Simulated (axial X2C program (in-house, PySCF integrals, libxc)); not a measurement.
**All-electron X2C curves of InGe**

What are the state, bond length, wavenumber and bond energy of InGe, and what does spin–orbit coupling change?

Computed with an in-house X2C program for linear molecules on PySCF integrals. Level: all-electron X2C, In dyall-cv3z, Ge dyall-cv3z.

All values are calculated.

### 1 Set-up

Contents of task.json:

```json
{
 "zs": [
  49,
  32
 ],
 "q": 0,
 "bas": [
  "dyall-cv3z",
  "dyall-cv3z"
 ],
 "levels": [
  "PBE0",
  "HF",
  "PW91"
 ],
 "cc": true,
 "r0": 2.63,
 "thr": -1.0,
 "nmax": 90,
 "npts": 10,
 "nst": 2,
 "ntry": 6
}
```

Keys: zs atomic numbers; q charge; bas basis sets; levels methods (HF also brings MP2); cc coupled cluster on or off; r0 starting distance in Å; thr threshold in hartree for freezing inner shells (an s shell follows its p shell); nmax most natural virtual spinors; npts points asked for on the curve; nst determinants followed; ntry starts of the search.

Run with:

```console
$ python so2c.py task.json out
```

Spin-free means the one-electron spin-free X2C Hamiltonian; two-component (2c) means X2C with spin–orbit coupling and atomic mean-field two-electron Coulomb and Gaunt terms. Basis: In dyall-cv3z contracted to [11s12p9d4f1g], Ge dyall-cv3z contracted to [9s9p7d4f1g]; Gaussian nuclei, density fitting. Masses: In 114.904 u, Ge 73.921 u.

Notation: σ, π±, δ± give the projection m of an orbital's angular momentum (0, ±1, ±2), α and β its spin, Λ and M_S the sums; ω is the projection of a spinor's total angular momentum and Ω the sum. Logs are in hartree.

The results follow Hamiltonian by Hamiltonian and level by level.

### 2 Which state to follow

Determinants are compared with PBE0 at 2.630 Å.

Spin-free determinants:

```csv
ΔE (eV),state,open shells
0.00,"M_S = 3/2, Λ = 0","beyond closed shells: σα, π+α, π-α"
0.37,"M_S = 1/2, Λ = 0","beyond closed shells: σβ, π+α, π-α"
0.82,"M_S = 1/2, Λ = 0","beyond closed shells: σα, π+β, π-α"
0.82,"M_S = 1/2, Λ = 2","beyond closed shells: σα, π+α, π+β"
1.04,"M_S = 1/2, Λ = 1",beyond closed shells: π+α
1.28,"M_S = 1/2, Λ = 1","beyond closed shells: π+α, π+β, π-α"
2.36,"M_S = 3/2, Λ = 1","beyond closed shells: 2 × π+α, π-α"
```

Two-component determinants:

```csv
ΔE (eV),state,open shells
0.00,Ω = 3/2,excess of +ω over −ω: ω = 3/2
0.37,Ω = 1/2,"excess of +ω over −ω: 2 × ω = -1/2, ω = 3/2"
0.68,Ω = 1/2,excess of +ω over −ω: ω = 1/2
0.82,Ω = 5/2,"excess of +ω over −ω: 2 × ω = 1/2, ω = 3/2"
0.95,Ω = 1/2,excess of +ω over −ω: ω = 1/2
2.47,Ω = 5/2,"excess of +ω over −ω: ω = -1/2, 2 × ω = 3/2"
2.64,Ω = 7/2,"excess of +ω over −ω: ω = 1/2, 2 × ω = 3/2"
```

### 3 PBE0, spin-free

State followed: M_S = 3/2, Λ = 0 (beyond closed shells: σα, π+α, π-α). The scan is laid around 2.664 Å, a first estimate of the minimum, and this SCF restarts from the orbitals of the search.

The SCF at the reference distance of 2.664 Å:

```text
spin-free X2C-1e  PBE0
basis functions 237  fitting functions 1265  grid points 5801
iter        total energy     max residual
   1      -7978.876124804     3.48e+00
   2      -7979.270956436     6.88e-02
   3      -7979.272650315     8.34e-03
   4      -7979.273351988     1.73e-02
   5      -7979.273461532     2.41e-03
   6      -7979.273477655     3.88e-03
   7      -7979.273491827     9.42e-04
   8      -7979.273492212     1.33e-04
   9      -7979.273492315     1.42e-04
  10      -7979.273492331     2.66e-05
  11      -7979.273492334     1.29e-05
converged
one-electron -11639.73481167  Coulomb 3589.96018808  exact exchange -59.28542553  xc functional -181.68111090  nuclear repulsion 311.46766769
```

Along the bond, energies from the lowest point:

| R (Å) | E (eV) | μ (D) | HOMO (eV) | LUMO (eV) | iterations |
| --- | --- | --- | --- | --- | --- |
| 2.318 | 0.4752 | -1.06 | -5.38 | -2.77 | 30 |
| 2.424 | 0.1918 | -1.28 | -5.42 | -2.65 | 23 |
| 2.504 | 0.0734 | -1.46 | -5.45 | -2.56 | 19 |
| 2.584 | 0.0143 | -1.66 | -5.46 | -2.56 | 17 |
| 2.664 | 0.0000 | -1.87 | -5.35 | -2.56 | 11 |
| 2.757 | 0.0248 | -2.13 | -5.24 | -2.55 | 17 |
| 2.850 | 0.0819 | -2.40 | -5.13 | -2.54 | 15 |
| 2.970 | 0.1869 | -2.76 | -5.01 | -2.52 | 16 |
| 3.117 | 0.3440 | -3.20 | -4.87 | -2.48 | 14 |
| 3.330 | 0.5967 | -3.84 | -4.69 | -2.43 | 15 |

Dipoles are positive if Ge is the positive end.

Outer orbitals at the reference distance:

```json
{"symmetry": "σα", "occupied": "yes", "ε (eV)": "-32.17", "atomic character": "100% Ge d"}
{"symmetry": "δ+α", "occupied": "yes", "ε (eV)": "-32.16", "atomic character": "100% Ge d"}
{"symmetry": "δ-α", "occupied": "yes", "ε (eV)": "-32.16", "atomic character": "100% Ge d"}
{"symmetry": "π-α", "occupied": "yes", "ε (eV)": "-32.16", "atomic character": "100% Ge d"}
{"symmetry": "π+α", "occupied": "yes", "ε (eV)": "-32.16", "atomic character": "100% Ge d"}
{"symmetry": "σβ", "occupied": "yes", "ε (eV)": "-32.02", "atomic character": "100% Ge d"}
{"symmetry": "π-β", "occupied": "yes", "ε (eV)": "-32.01", "atomic character": "100% Ge d"}
{"symmetry": "π+β", "occupied": "yes", "ε (eV)": "-32.01", "atomic character": "100% Ge d"}
{"symmetry": "δ-β", "occupied": "yes", "ε (eV)": "-32.01", "atomic character": "100% Ge d"}
{"symmetry": "δ+β", "occupied": "yes", "ε (eV)": "-32.01", "atomic character": "100% Ge d"}
{"symmetry": "σα", "occupied": "yes", "ε (eV)": "-21.41", "atomic character": "99% In d"}
{"symmetry": "δ-α", "occupied": "yes", "ε (eV)": "-21.40", "atomic character": "100% In d"}
{"symmetry": "δ+α", "occupied": "yes", "ε (eV)": "-21.40", "atomic character": "100% In d"}
{"symmetry": "δ-β", "occupied": "yes", "ε (eV)": "-21.36", "atomic character": "100% In d"}
{"symmetry": "δ+β", "occupied": "yes", "ε (eV)": "-21.36", "atomic character": "100% In d"}
{"symmetry": "π-α", "occupied": "yes", "ε (eV)": "-21.35", "atomic character": "100% In d"}
{"symmetry": "π+α", "occupied": "yes", "ε (eV)": "-21.35", "atomic character": "100% In d"}
{"symmetry": "σβ", "occupied": "yes", "ε (eV)": "-21.27", "atomic character": "99% In d"}
{"symmetry": "π+β", "occupied": "yes", "ε (eV)": "-21.25", "atomic character": "100% In d"}
{"symmetry": "π-β", "occupied": "yes", "ε (eV)": "-21.25", "atomic character": "100% In d"}
{"symmetry": "σα", "occupied": "yes", "ε (eV)": "-13.94", "atomic character": "71% Ge s, 14% In s, 9% In p"}
{"symmetry": "σβ", "occupied": "yes", "ε (eV)": "-11.84", "atomic character": "66% Ge s, 20% In s, 8% In p"}
{"symmetry": "σα", "occupied": "yes", "ε (eV)": "-9.54", "atomic character": "61% In s, 22% Ge p, 11% Ge s"}
{"symmetry": "σβ", "occupied": "yes", "ε (eV)": "-8.37", "atomic character": "60% In s, 15% Ge s, 15% Ge p"}
{"symmetry": "σα", "occupied": "yes", "ε (eV)": "-5.46", "atomic character": "47% Ge p, 39% In p, 10% In s"}
{"symmetry": "π-α", "occupied": "yes", "ε (eV)": "-5.35", "atomic character": "73% Ge p, 22% In p, 4% In d"}
{"symmetry": "π+α", "occupied": "yes", "ε (eV)": "-5.35", "atomic character": "73% Ge p, 22% In p, 4% In d"}
{"symmetry": "σβ", "occupied": "no", "ε (eV)": "-2.56", "atomic character": "47% Ge p, 42% In p, 7% In s"}
{"symmetry": "π+β", "occupied": "no", "ε (eV)": "-2.42", "atomic character": "53% In p, 44% Ge p"}
{"symmetry": "π-β", "occupied": "no", "ε (eV)": "-2.42", "atomic character": "53% In p, 44% Ge p"}
{"symmetry": "π-α", "occupied": "no", "ε (eV)": "-1.68", "atomic character": "71% In p, 19% Ge p, 5% Ge d"}
```

PBE0 fields in the half plane through the axis: z from -2.4 to 4.8 Å across, distance from the axis 0.15 to 2.25 Å upwards; In lies at z = 0 and Ge at z = 2.664 Å; the ELF is damped to zero where the density is low.

log10 density (e/bohr³). Ten even steps from ' ' (-4.06 ) to '@' (1.81 ):
```
      ......................::::::::::......      
    ......::::::::::::::::::::::::::::::::......  
  ....::::::----------::::--------------::::....  
....::::----------------------------------::::....
..::::------============----============----::::..
..::::----==++++**++++==========++++++====----::..
..::----==++**######**++======++**##**++====--::::
::::----==++**##@@##**++====++**%%@@##++====--::::
```

ELF. Ten even steps from ' ' (0.00 ) to '@' (0.90 ):
```
      ..::::::::::....::::--====++++====--..      
  ..--==++++++==--------====++**********++==::    
..--**######++====----====++**####%%%%####**==::  
--##%%%%%%**==--------==++**##%%%%%%%%%%%%##**==..
**%%@@@@##++--::::::::--++**####**++**%%%%%%##++--
%%@@@@%%**----==++==::::==****--::::::++%%@@%%##==
%%@@@@%%++--++%%%%%%==::--**==..++**--::**%%%%##++
@@@@@@##==--##--%%--##::--++::--%%::%%::==%%%%##++
```

Re = 2.655 Å, ωe = 180.5 cm⁻¹, ωexe = 0.485 cm⁻¹, Be = 0.05318 cm⁻¹, De = 2.24 eV, μ = -1.84 D.

### 4 HF, spin-free

Output at 2.664 Å:

```text
spin-free X2C-1e  HF
basis functions 237  fitting functions 1265  grid points 5801
iter        total energy     max residual
   1      -7975.448658036     3.25e-01
   2      -7975.486588337     1.03e-02
   3      -7975.488272733     1.54e-02
   4      -7975.488783538     6.27e-03
   5      -7975.488901418     1.24e-03
   6      -7975.488960206     1.81e-03
   7      -7975.488972385     7.54e-04
   8      -7975.488977438     2.13e-04
   9      -7975.488978298     1.76e-04
  10      -7975.488978600     6.14e-05
  11      -7975.488978710     4.48e-05
  12      -7975.488978734     2.56e-05
  13      -7975.488978738     5.30e-06
  14      -7975.488978738     2.27e-06
converged
one-electron -11639.28474672  Coulomb 3589.66051230  exact exchange -237.33241200  xc functional 0.00000000  nuclear repulsion 311.46766769
```

Re = 2.740 Å, ωe = 165.8 cm⁻¹, ωexe = 0.461 cm⁻¹, Be = 0.04991 cm⁻¹, De = 1.39 eV, μ = -2.78 D.

### 5 PW91, spin-free

Output at 2.664 Å:

```text
spin-free X2C-1e  PW91
basis functions 237  fitting functions 1265  grid points 5801
iter        total energy     max residual
   1      -7980.537908009     1.37e-01
   2      -7980.544314735     7.55e-03
   3      -7980.544691398     6.50e-03
   4      -7980.544713291     1.55e-03
   5      -7980.544742753     1.86e-03
   6      -7980.544748952     4.65e-04
   7      -7980.544749390     8.94e-05
   8      -7980.544749490     1.05e-04
   9      -7980.544749521     1.17e-05
  10      -7980.544749522     7.46e-06
converged
one-electron -11639.56228128  Coulomb 3589.75201846  exact exchange 0.00000000  xc functional -242.20215439  nuclear repulsion 311.46766769
```

Re = 2.675 Å, ωe = 172.7 cm⁻¹, ωexe = 0.51 cm⁻¹, Be = 0.05237 cm⁻¹, De = 2.38 eV, μ = -1.60 D.

### 6 MP2 and beyond, spin-free

Correlated methods: 7 electrons correlated (frozen shells, counted by type: In 4 s, 3 p, 2 d; Ge 3 s, 2 p, 1 d), 297 virtual spinors in MP2, 90 natural virtuals in coupled cluster.

Output of the correlated part at 2.664 Å:

```text
correlated 7  virtual 297  natural virtual 90  E(MP2) -0.105917634  MP2 remainder -0.002803336
iter   CCSD correlation   residual
   1     -0.118737866   1.21e-01
   2     -0.124625429   5.00e-02
   3     -0.125251225   1.83e-02
   4     -0.125500509   9.92e-03
   5     -0.125557812   4.95e-03
   6     -0.125580459   1.54e-03
   7     -0.125591218   4.99e-04
   8     -0.125588887   2.00e-04
   9     -0.125588526   7.58e-05
  10     -0.125588755   2.62e-05
  11     -0.125589026   9.49e-06
  12     -0.125589103   3.75e-06
  13     -0.125589132   1.60e-06
  14     -0.125589135   6.41e-07
(T) -0.006363775  T1 0.0392  D1 0.0580  max T2 0.070
```

T1 in the output is the amplitude norm over the root of the electron number; divide by √2 for the Lee–Taylor value.

MP2: Re = 2.685 Å, ωe = 181.7 cm⁻¹, Be = 0.05197 cm⁻¹, De = 2.02 eV.

CCSD: Re = 2.698 Å, ωe = 178.1 cm⁻¹, ωexe = 0.452 cm⁻¹, Be = 0.05148 cm⁻¹, De = 1.93 eV. T1 at Re = 0.028 (Lee–Taylor, the printed value over √2).

CCSD(T): Re = 2.694 Å, ωe = 179.7 cm⁻¹, ωexe = 0.45 cm⁻¹, Be = 0.05164 cm⁻¹, De = 2.04 eV. T1 at Re = 0.028 (Lee–Taylor, the printed value over √2).

### 7 A higher determinant, spin-free

State: M_S = 1/2, Λ = 0 (beyond closed shells: σβ, π+α, π-α).

Output at the reference distance:

```text
spin-free X2C-1e  PBE0
basis functions 237  fitting functions 1265  grid points 5801
iter        total energy     max residual
   1      -7978.864175733     3.41e+00
   2      -7979.257168624     6.99e-02
   3      -7979.258904385     7.84e-03
   4      -7979.259506349     1.68e-02
   5      -7979.259610604     2.27e-03
   6      -7979.259624939     3.68e-03
   7      -7979.259637768     8.55e-04
   8      -7979.259638102     1.30e-04
   9      -7979.259638248     1.40e-04
  10      -7979.259638262     2.63e-05
  11      -7979.259638265     1.38e-05
converged
one-electron -11639.52647621  Coulomb 3589.74968822  exact exchange -59.28085175  xc functional -181.66966621  nuclear repulsion 311.46766769
```

| R (Å) | E above the lowest PBE0 point (eV) |
| --- | --- |
| 2.318 | 0.818 |
| 2.424 | 0.545 |
| 2.504 | 0.435 |
| 2.584 | 0.384 |
| 2.664 | 0.377 |
| 2.757 | 0.410 |
| 2.850 | 0.473 |
| 2.970 | 0.583 |
| 3.117 | 0.740 |

Re = 2.637 Å, ωe = 184.2 cm⁻¹, ωexe = 0.576 cm⁻¹, Be = 0.05387 cm⁻¹, μ = -1.83 D. ⟨S²⟩ = 1.77 against 0.75 for a pure state, so this determinant mixes spins. Te = 0.38 eV.

### 8 The spin-free curves together

Energy (eV) of the followed determinant, spin-free, from each level's lowest point:

| R (Å) | PBE0 | HF | MP2 | CCSD | CCSD(T) | PW91 |
| --- | --- | --- | --- | --- | --- | --- |
| 2.318 | 0.475 | 0.688 | 0.582 | n/a | n/a | 0.508 |
| 2.424 | 0.192 | 0.334 | 0.254 | 0.274 | 0.269 | 0.215 |
| 2.504 | 0.073 | 0.168 | 0.110 | 0.122 | 0.119 | 0.089 |
| 2.584 | 0.014 | 0.066 | 0.030 | 0.036 | 0.034 | 0.023 |
| 2.664 | 0.000 | 0.014 | 0.000 | 0.000 | 0.000 | 0.000 |
| 2.757 | 0.025 | 0.000 | 0.012 | 0.005 | 0.007 | 0.015 |
| 2.850 | 0.082 | 0.024 | 0.061 | 0.048 | 0.052 | 0.061 |
| 2.970 | 0.187 | 0.092 | 0.162 | 0.140 | 0.148 | 0.152 |
| 3.117 | 0.344 | 0.212 | 0.322 | n/a | n/a | 0.291 |
| 3.330 | 0.597 | 0.418 | 0.591 | n/a | n/a | 0.517 |

(Part 1 of 2 ends here.)
